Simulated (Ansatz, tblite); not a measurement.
## A script for Sr$_{2}$TeO (GFN1-xTB)

These are simulated results from tblite 0.8.0, not measurements. The cell was built from a prototype and was relaxed with r2SCAN in plane waves (Ansatz 0.2.0). It may be hypothetical. All runs are without spin polarisation.

It is tetragonal, P4/mmm (No. 123); conventional cell a = 4.356 Å, c = 6.172 Å, 29.28 Å³ an atom. O has 6 Sr at 3.08–3.09 Å; Sr has 4 Te at 3.08 Å and 2 O at 3.09 Å; Te has 6 Sr at 3.08–3.09 Å; Sr has 4 O at 3.08 Å and 2 Te at 3.09 Å.

tblite solves periodic systems at the zone centre alone, so the script builds a cluster of 2×2×2 conventional cells (32 atoms), which folds in a coarse mesh of k points.

Input script:

```python
import json
from ase import Atoms
from ase.build import make_supercell
from ase.units import Bohr, GPa, Hartree
from tblite.interface import Calculator

atoms = Atoms(['O', 'Sr', 'Te', 'Sr'],
              cell=[[4.356305, -0.0, 0.0], [-0.0, 4.356305, 0.0], [0.0, 0.0, 6.172392]],
              scaled_positions=[[0.0, 0.0, 0.0], [-0.0, -0.0, 0.5], [0.5, 0.5, 0.5], [0.5, 0.5, 0.0]],
              pbc=True)
cluster = make_supercell(atoms, [[2, 0, 0], [0, 2, 0], [0, 0, 2]])
calc = Calculator('GFN1-xTB', cluster.numbers, cluster.positions / Bohr, lattice=cluster.cell[:] / Bohr, periodic=cluster.pbc)
calc.set('temperature', 0.02 / Hartree)
calc.set('max-iter', 150)
res = calc.singlepoint()
levels = res.get('orbital-energies') * Hartree
nv = round(res.get('orbital-occupations').sum() / 2)
cells = len(cluster) // len(atoms)
out = {'energy_per_cell': res.get('energy') * Hartree / cells, 'homo': levels[nv - 1], 'lumo': levels[nv],
       'stress': (-res.get('virial') * Hartree / cluster.get_volume() / GPa).tolist(), 'charges': res.get('charges')[:len(atoms)].tolist(), 'electrons': 2 * nv / cells}
json.dump(out, open('results.json', 'w'))
for key, value in out.items():
    print(key, value)
```

Command: `python run.py`. It took 2.8 s on 1 thread of Arm Neoverse V1 (shared host), peak memory 0.1 GiB.

The log:

```
------------------------------------------------------------
  cycle        total energy    energy error   density error
------------------------------------------------------------
      1     -71.18606863396  -7.1197850E+01   1.0140677E+00
      2      4497.600182116   4.5687863E+03   2.3132869E+00
      3      1842.897928009  -2.6547023E+03   1.2735551E+00
      4      5043.946896927   3.2010490E+03   2.4088330E+00
      5      4405.471976095  -6.3847492E+02   2.0009632E+00
      6      156.3458488086  -4.2491261E+03   1.0350661E+00
      7      1082.806336439   9.2646049E+02   1.1786350E+00
      8      1039.703678774  -4.3102658E+01   1.1059291E+00
      9      1016.790307008  -2.2913372E+01   1.0901582E+00
     10      1012.213264616  -4.5770424E+00   1.0864027E+00
     11      936.6495285737  -7.5563736E+01   1.0548023E+00
     12      748.5082757445  -1.8814125E+02   9.5637326E-01
     13      607.2860325027  -1.4122224E+02   8.9733528E-01
     14      729.0608914802   1.2177486E+02   9.5774179E-01
     15      611.3784082561  -1.1768248E+02   8.8503943E-01
     16     -11.78987291834  -6.2316828E+02   6.5397222E-01
     17     -72.17625124063  -6.0386378E+01   5.5082165E-01
     18     -78.58309813124  -6.4068469E+00   5.1551174E-01
     19     -29.71388450445   4.8869214E+01   4.8462300E-01
     20      214.5049708776   2.4421886E+02   6.0201313E-01
     21      166.2360724351  -4.8268898E+01   5.7623928E-01
     22      81.05607296642  -8.5179999E+01   5.2526935E-01
     23      66.75042120174  -1.4305652E+01   5.0370882E-01
     24      107.3556134648   4.0605192E+01   5.2076252E-01
     25     -46.28571765548  -1.5364133E+02   3.7599992E-01
     26     -56.00102226155  -9.7153046E+00   3.8724956E-01
     27     -39.04003959933   1.6960983E+01   4.1250275E-01
     28     -57.85783418171  -1.8817795E+01   3.8733808E-01
     29     -54.55992247267   3.2979117E+00   3.9250396E-01
     30     -4.228796686834   5.0331126E+01   4.2964534E-01
     31     -2.373355923833   1.8554408E+00   4.0786575E-01
     32      53.78686385032   5.6160220E+01   4.3054051E-01
     33      45.24218530339  -8.5446785E+00   4.1469841E-01
     34      80.31101331383   3.5068828E+01   4.3399789E-01
     35      43.25306599573  -3.7057947E+01   4.0671559E-01
     36      55.66088349830   1.2407818E+01   4.1094343E-01
     37      55.44366868872  -2.1721481E-01   4.1092761E-01
     38      27.97213205251  -2.7471537E+01   3.9028155E-01
     39      11.10800490492  -1.6864127E+01   3.7279448E-01
     40     -1.324124284741  -1.2432129E+01   3.5358410E-01
     41     -23.39220027016  -2.2068076E+01   3.0350160E-01
     42     -31.39114447313  -7.9989442E+00   2.5840999E-01
     43     -33.43488941634  -2.0437449E+00   2.2628569E-01
     44     -42.57575830311  -9.1408689E+00   1.9570348E-01
     45     -40.44288563371   2.1328727E+00   1.9095784E-01
     46     -52.19066823286  -1.1747783E+01   1.5960324E-01
     47     -59.08636823651  -6.8957000E+00   1.3167216E-01
     48     -67.88421377449  -8.7978455E+00   9.8786540E-02
     49     -70.56273591512  -2.6785221E+00   8.7920257E-02
     50     -72.37826029154  -1.8155244E+00   8.1104938E-02
     51     -77.42026370726  -5.0420034E+00   5.4494491E-02
     52     -78.72890290022  -1.3086392E+00   4.4028628E-02
     53     -79.89392631478  -1.1650234E+00   2.7700336E-02
     54     -79.87419368385   1.9732631E-02   2.4695996E-02
     55     -79.86041727188   1.3776412E-02   1.6793758E-02
     56     -79.68682019060   1.7359708E-01   1.6363619E-02
     57     -79.64330109611   4.3519094E-02   1.6164154E-02
     58     -79.89976235980  -2.5646126E-01   4.8005632E-03
     59     -79.89873615451   1.0262053E-03   3.1698457E-03
     60     -79.87221830657   2.6517848E-02   5.0689070E-03
     61     -79.89077668936  -1.8558383E-02   3.4194417E-03
     62     -79.90165347830  -1.0876789E-02   2.0318416E-03
     63     -79.89841566897   3.2378093E-03   2.0540285E-03
     64     -79.89734301066   1.0726583E-03   2.2794323E-03
     65     -79.90078385820  -3.4408475E-03   1.4660550E-03
     66     -79.90191548208  -1.1316239E-03   1.0109246E-03
     67     -79.90191667201  -1.1899323E-06   9.7972508E-04
     68     -79.90116296529   7.5370672E-04   1.1033249E-03
     69     -79.90052562897   6.3733632E-04   1.2482731E-03
     70     -79.90119437750  -6.6874853E-04   9.9788263E-04
     71     -79.90094667507   2.4770244E-04   1.0381449E-03
     72     -79.90137258514  -4.2591007E-04   8.1685078E-04
     73     -79.90154883601  -1.7625087E-04   6.6495872E-04
     74     -79.90182304111  -2.7420510E-04   3.9771360E-04
     75     -79.90189997142  -7.6930308E-05   2.5471831E-04
     76     -79.90191713592  -1.7164499E-05   1.7478145E-04
     77     -79.90191841609  -1.2801667E-06   1.1384311E-04
     78     -79.90191779582   6.2027060E-07   7.7252881E-05
     79     -79.90191866547  -8.6965295E-07   2.2670941E-05
     80     -79.90191853107   1.3440014E-07   1.7702055E-05
------------------------------------------------------------

 total:                                   2.193 sec
energy_per_cell -271.7802436545603
homo 77.68231401384733
lumo 80.29434084245098
stress [[-12.365630143778768, 0.0005059483174973783, 0.006369541422179441], [0.0005059483174973799, -12.365630133967985, 0.0063695421946869364], [0.0063695414221794505, 0.006369542194686933, -17.211538267884023]]
charges [-1.1707093297994087, 1.1076220992583972, -1.0442646372871764, 1.1100671835571911]
electrons 16.0
```

The cycle table is in hartree for the whole cluster, and the lines after it are in eV (the energy for one cell). The printed stress is in GPa and positive in compression, and the pressure is its mean diagonal.

GFN1-xTB gives a gap of 2.61 eV. On the same cell, plane-wave PBE (Ansatz, 6×6×4 k points and the special points) gives a gap of 1.47 eV and r2SCAN a gap of 1.84 eV; on shared hosts these took about 6.8 and 16 core-seconds on the 4-atom cell, against 2.8 for the script. Spin-orbit coupling, left out in all these runs, can cut or reorder the gap by tenths of an eV, up to about 1 eV with Pb or Bi. xTB was fitted to molecules, so gaps, charges and pressures of solids can be far off, and the gap also depends on the size of the cluster.

The same script was run on cells scaled at fixed shape and fractional coordinates:

| volume (Å³/atom) | energy (meV/atom) | pressure (GPa, positive in compression) | gap (eV) |
| --- | --- | --- | --- |
| 25.77 | -284.6 | -11.37 | 3.68 |
| 27.53 | -149.3 | -13.12 | 3.09 |
| 29.28 | 0.0 | -13.98 | 2.61 |
| 31.04 | 155.5 | -14.31 | 2.21 |
| 32.80 | 312.8 | -14.32 | 1.86 |

The minimum lies beyond the smallest of these volumes.

xTB was fitted mostly to molecules, and a small cluster samples few k points, so gaps, pressures and kinks along a curve can be far from a solid's.

No spin-orbit coupling is included; it can move band edges with weight on the heavy atoms by tenths of an eV.
